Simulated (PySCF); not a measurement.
# C2H9GeN: the cost of one run

The runs use PySCF 2.14.0, with density-fitted response routines of our own; the level of theory stands in each step. All values are computed, except where a source is named. Atoms count from 0, in the outputs and in this text.

### 1 Starting geometry

13 atoms, charge 0, multiplicity 1; geometry from: GFN2-xTB. The atoms were then displaced at random by about 0.01 Å, so the start is not that level's minimum.

Bonds of the start (Å): C0–N1 1.45, N1–Ge2 1.84, Ge2–C3 1.94, C0–H4 1.12, C0–H5 1.07, C0–H6 1.10, N1–H7 1.02, Ge2–H8 1.50, Ge2–H9 1.51, C3–H10 1.10, C3–H11 1.11, C3–H12 1.08.

### 2 Geometry optimisation at PBE0-D3(BJ)/def2-SVP

Job settings and geometry (Å):

```
{"job": {"xc": "PBE0", "basis": "def2-SVP", "d3": "d3bj", "grid": 1, "shake": 0.01, "kind": "geom"}, "charge": 0, "multiplicity": 1}
C      1.805430     0.434120     0.223300
N      0.938420    -0.713780     0.407290
Ge    -0.693570    -0.885920    -0.423310
C     -1.748080     0.663190     0.078630
H      1.162810     1.344570     0.292760
H      2.543600     0.501190     0.997130
H      2.298190     0.482280    -0.754230
H      1.523060    -1.543840     0.401090
H     -1.194400    -2.184170     0.137470
H     -0.605100    -1.011810    -1.920430
H     -1.744310     0.819800     1.164550
H     -2.813210     0.502460    -0.189620
H     -1.467000     1.575010    -0.424950
```

Command:

```console
$ OMP_NUM_THREADS=1 python probes_run.py task.json out
```

This one command runs all jobs of the session in turn.

**Question.** How long does this first job take on 1 thread of Arm Neoverse V2, shared host, and how much memory does it need?

About 45 s, with a peak of 0.51 GiB.
